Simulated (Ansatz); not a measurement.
# Zn16S15 (Wurtzite-4H): the cost of one run

Computed with Ansatz 0.2.0 (DFT, PBE, plane-wave PAW, default files, scalar-relativistic, unless a step's input says otherwise).

1 further run of the same task is left out (it didn't finish).

## 1. The structure to begin with

Symmetry: P3m1, No. 156, trigonal system. Conventional cell: a = 7.645 Å, b = 7.645 Å, c = 12.520 Å, α = 90.00°, β = 90.00°, γ = 120.00°. Zn (site symmetry 3m) has 3 S at 2.34 Å as nearest neighbours. Around Zn (site symmetry m) lie 4 S at 2.34 to 2.35 Å. Zn (site symmetry 3m) has 4 S at 2.34 to 2.35 Å as nearest neighbours. Zn (site symmetry m) is surrounded by 3 S at 2.34 to 2.35 Å. Only part of the 15 independent sites is listed.

Coordinates:

```
CELL_PARAMETERS angstrom
7.64540 0.00000 0.00000
-3.82270 6.62111 0.00000
0.00000 0.00000 12.52000
ATOMIC_POSITIONS crystal
Zn 0.00000 0.00000 0.00000
Zn 0.00000 0.50000 0.00000
Zn 0.50000 0.00000 0.00000
Zn 0.50000 0.50000 0.00000
Zn 0.00000 0.00000 0.50000
Zn 0.00000 0.50000 0.50000
Zn 0.50000 0.00000 0.50000
Zn 0.50000 0.50000 0.50000
Zn 0.16667 0.33333 0.25000
Zn 0.16667 0.83333 0.25000
Zn 0.66667 0.33333 0.25000
Zn 0.66667 0.83333 0.25000
Zn 0.33333 0.16667 0.75000
Zn 0.33333 0.66667 0.75000
Zn 0.83333 0.16667 0.75000
Zn 0.83333 0.66667 0.75000
S 0.00000 0.50000 0.18750
S 0.50000 0.00000 0.18750
S 0.50000 0.50000 0.18750
S 0.00000 0.00000 0.68750
S 0.00000 0.50000 0.68750
S 0.50000 0.00000 0.68750
S 0.50000 0.50000 0.68750
S 0.16667 0.33333 0.43750
S 0.16667 0.83333 0.43750
S 0.66667 0.33333 0.43750
S 0.66667 0.83333 0.43750
S 0.33333 0.16667 0.93750
S 0.33333 0.66667 0.93750
S 0.83333 0.16667 0.93750
S 0.83333 0.66667 0.93750
```

The vacant site is at (0.000, 0.000, 0.188) in fractional coordinates of the input's cell.

## 2. Single point at the given positions

Input file input.yaml:

```yaml
crystal:
  lattice:
    - [7.6454, 0.0, 0.0]
    - [-3.8227, 6.621110622, 0.0]
    - [0.0, 0.0, 12.52]
  atoms:
    - { symbol: Zn, position: [0.0, 0.0, 0.0] }
    - { symbol: Zn, position: [0.0, 0.5, 0.0] }
    - { symbol: Zn, position: [0.5, 0.0, 0.0] }
    - { symbol: Zn, position: [0.5, 0.5, 0.0] }
    - { symbol: Zn, position: [0.0, 0.0, 0.5] }
    - { symbol: Zn, position: [0.0, 0.5, 0.5] }
    - { symbol: Zn, position: [0.5, 0.0, 0.5] }
    - { symbol: Zn, position: [0.5, 0.5, 0.5] }
    - { symbol: Zn, position: [0.1666666666, 0.3333333334, 0.25] }
    - { symbol: Zn, position: [0.1666666666, 0.8333333334, 0.25] }
    - { symbol: Zn, position: [0.6666666666, 0.3333333334, 0.25] }
    - { symbol: Zn, position: [0.6666666666, 0.8333333334, 0.25] }
    - { symbol: Zn, position: [0.3333333334, 0.1666666666, 0.75] }
    - { symbol: Zn, position: [0.3333333334, 0.6666666666, 0.75] }
    - { symbol: Zn, position: [0.8333333334, 0.1666666666, 0.75] }
    - { symbol: Zn, position: [0.8333333334, 0.6666666666, 0.75] }
    - { symbol: S, position: [0.0, 0.5, 0.1875] }
    - { symbol: S, position: [0.5, 0.0, 0.1875] }
    - { symbol: S, position: [0.5, 0.5, 0.1875] }
    - { symbol: S, position: [0.0, 0.0, 0.6875] }
    - { symbol: S, position: [0.0, 0.5, 0.6875] }
    - { symbol: S, position: [0.5, 0.0, 0.6875] }
    - { symbol: S, position: [0.5, 0.5, 0.6875] }
    - { symbol: S, position: [0.1666666666, 0.3333333334, 0.4375] }
    - { symbol: S, position: [0.1666666666, 0.8333333334, 0.4375] }
    - { symbol: S, position: [0.6666666666, 0.3333333334, 0.4375] }
    - { symbol: S, position: [0.6666666666, 0.8333333334, 0.4375] }
    - { symbol: S, position: [0.3333333334, 0.1666666666, 0.9375] }
    - { symbol: S, position: [0.3333333334, 0.6666666666, 0.9375] }
    - { symbol: S, position: [0.8333333334, 0.1666666666, 0.9375] }
    - { symbol: S, position: [0.8333333334, 0.6666666666, 0.9375] }
total_charge: 2
kpoints:
  mp_grid: { grid: [3, 3, 2] }
scf:
  occupations: { method: fermi_dirac, width: 0.01 }
hamiltonian:
  xc: pbe
  pseudopotentials: { kind: paw }
output:
  forces: true
  stress: true
  populations: true
  efg:
    quadrupole_moments_barn: { Zn: 0.122, S: -0.0694 }
    contact_densities: true
```

Command:

```bash
> ansatz run input.yaml --threads 1 --pin off --max-ram 3072MiB --backend cpu --events-out ev --progress --plain --runs-dir out
```

Q: Estimate wall time and peak memory on 1 thread of Arm Neoverse V2, shared host.

About 2.4 min, with a peak of 1.2 GiB.
